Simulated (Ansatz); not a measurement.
# C8H18Cl2Si: how energies converge with the basis set

The task here is to estimate one member of a computed series from the others.

Computed with Ansatz 0.2.0, Gaussian basis. Level: one geometry, several basis sets.

Plan: PBE0-D4/def2-SVP; ωB97M-V/def2-SVP; PBE0-D4/def2-QZVPP; ωB97M-V/def2-QZVPP; the functionals' def2-TZVPP values are taken from earlier runs.

**Structure used throughout**

All runs share one geometry, relaxed beforehand with PBE0-D4 in a triple-zeta def2 set.

SMILES `CC(C)(C)[Si](Cl)(Cl)C(C)(C)C`, 29 atoms, charge 0, spin multiplicity 1.

Atoms are counted from 1 here; the program's logs count them from 0.

Bond lengths: C1–C2 1.529 Å, C1–H12 1.093 Å, C1–H13 1.092 Å, C1–H14 1.096 Å, C2–C3 1.530 Å, C2–C4 1.532 Å, C2–Si5 1.897 Å, C3–H15 1.092 Å, C3–H16 1.091 Å, C3–H17 1.096 Å, C4–H18 1.096 Å, C4–H19 1.092 Å, C4–H20 1.092 Å, Si5–Cl6 2.070 Å, Si5–Cl7 2.070 Å, Si5–C8 1.897 Å, C8–C9 1.532 Å, C8–C10 1.530 Å and more. Angles: C2–C1–H12 112.1°, C2–C1–H13 112.2°, C2–C1–H14 109.3°, H12–C1–H13 108.2°, H12–C1–H14 107.6°, H13–C1–H14 107.3°, C1–C2–C3 109.7°, C1–C2–C4 108.9°, C1–C2–Si5 110.6°, C3–C2–C4 108.7°, C3–C2–Si5 110.7°, C4–C2–Si5 108.1°, C2–C3–H15 112.0°, C2–C3–H16 112.4°, C2–C3–H17 109.2°, H15–C3–H16 108.2°, H15–C3–H17 107.6°, H16–C3–H17 107.3° and more.

As a file:

```csv
atom,x (Å),y (Å),z (Å)
C1,-1.70605,0.37020,1.51189
C2,-0.44649,1.14102,1.11375
C3,0.68572,0.81849,2.09042
C4,-0.74157,2.64229,1.18284
Si5,0.06061,0.72051,-0.66480
Cl6,1.73595,1.85813,-1.09207
Cl7,-1.45615,1.38946,-1.90394
C8,0.44822,-1.06080,-1.18816
C9,0.87574,-1.04311,-2.65872
C10,-0.78994,-1.94805,-1.04822
C11,1.59045,-1.63332,-0.34751
H12,-2.52561,0.53031,0.80718
H13,-1.52580,-0.70384,1.58810
H14,-2.04397,0.71373,2.49599
H15,1.61266,1.33159,1.82479
H16,0.89351,-0.25144,2.14759
H17,0.39954,1.14945,3.09503
H18,-1.02304,2.90292,2.20921
H19,-1.56633,2.92706,0.52685
H20,0.13046,3.24173,0.91325
H21,1.09046,-2.06860,-2.97942
H22,0.09042,-0.64813,-3.30656
H23,1.77728,-0.44772,-2.81489
H24,-1.10114,-2.06682,-0.00888
H25,-0.56259,-2.94697,-1.43697
H26,-1.63812,-1.55779,-1.61508
H27,1.87190,-2.61615,-0.74186
H28,1.30444,-1.77316,0.69677
H29,2.47974,-0.99911,-0.37658
```

The first run:

File in.yaml:

```yaml
crystal:
  periodic: [false, false, false]
  atoms:
    - {symbol: C, position_ang: [-1.706052, 0.370202, 1.511889]}
    - {symbol: C, position_ang: [-0.446494, 1.141024, 1.113749]}
    - {symbol: C, position_ang: [0.685723, 0.818493, 2.090424]}
    - {symbol: C, position_ang: [-0.741571, 2.642287, 1.182838]}
    - {symbol: Si, position_ang: [0.060610, 0.720506, -0.664799]}
    - {symbol: Cl, position_ang: [1.735951, 1.858134, -1.092068]}
    - {symbol: Cl, position_ang: [-1.456145, 1.389460, -1.903942]}
    - {symbol: C, position_ang: [0.448225, -1.060802, -1.188160]}
    - {symbol: C, position_ang: [0.875739, -1.043108, -2.658721]}
    - {symbol: C, position_ang: [-0.789939, -1.948049, -1.048220]}
    - {symbol: C, position_ang: [1.590454, -1.633325, -0.347509]}
    - {symbol: H, position_ang: [-2.525610, 0.530305, 0.807178]}
    - {symbol: H, position_ang: [-1.525799, -0.703840, 1.588102]}
    - {symbol: H, position_ang: [-2.043974, 0.713728, 2.495992]}
    - {symbol: H, position_ang: [1.612656, 1.331586, 1.824790]}
    - {symbol: H, position_ang: [0.893515, -0.251438, 2.147588]}
    - {symbol: H, position_ang: [0.399542, 1.149455, 3.095027]}
    - {symbol: H, position_ang: [-1.023044, 2.902924, 2.209207]}
    - {symbol: H, position_ang: [-1.566333, 2.927063, 0.526851]}
    - {symbol: H, position_ang: [0.130458, 3.241731, 0.913249]}
    - {symbol: H, position_ang: [1.090462, -2.068603, -2.979417]}
    - {symbol: H, position_ang: [0.090418, -0.648127, -3.306563]}
    - {symbol: H, position_ang: [1.777281, -0.447717, -2.814887]}
    - {symbol: H, position_ang: [-1.101141, -2.066823, -0.008878]}
    - {symbol: H, position_ang: [-0.562593, -2.946974, -1.436969]}
    - {symbol: H, position_ang: [-1.638116, -1.557788, -1.615081]}
    - {symbol: H, position_ang: [1.871897, -2.616147, -0.741856]}
    - {symbol: H, position_ang: [1.304437, -1.773155, 0.696766]}
    - {symbol: H, position_ang: [2.479745, -0.999105, -0.376578]}
basis:
  gaussian: {orbitals: def2-SVP}
hamiltonian: {xc: pbe0, dispersion: d4}
output: {orbitals: {seedname: orbitals}}
```

Started as:

```bash
> ansatz run in.yaml --threads 10 --pin off --events-out ev --progress --plain --max-ram 110592MiB --backend cpu
```

Steps of the session up to this table: PBE0-D4 in def2-SVP; ωB97M-V in def2-SVP; PBE0-D4 in def2-QZVPP; ωB97M-V in def2-QZVPP.

One of the session's tables, all rows but one given; the rest of the session is left out.

It belongs to the step «Functionals by basis». 

```
functional       basis  HOMO (eV)  LUMO (eV)
   PBE0-D4    def2-SVP      -7.67       1.19
   PBE0-D4  def2-TZVPP      -7.69       0.82
   PBE0-D4  def2-QZVPP      -7.70       0.40
   ωB97M-V    def2-SVP      -9.79       2.94
   ωB97M-V  def2-TZVPP          ?          ?
   ωB97M-V  def2-QZVPP      -9.84       1.50
```

Q: Estimate the row for ωB97M-V, def2-TZVPP from the others.

As computed: HOMO (eV): -9.83; LUMO (eV): 2.30. In the column «HOMO (eV)» it lies between ωB97M-V, def2-QZVPP (-9.84) and ωB97M-V, def2-SVP (-9.79).
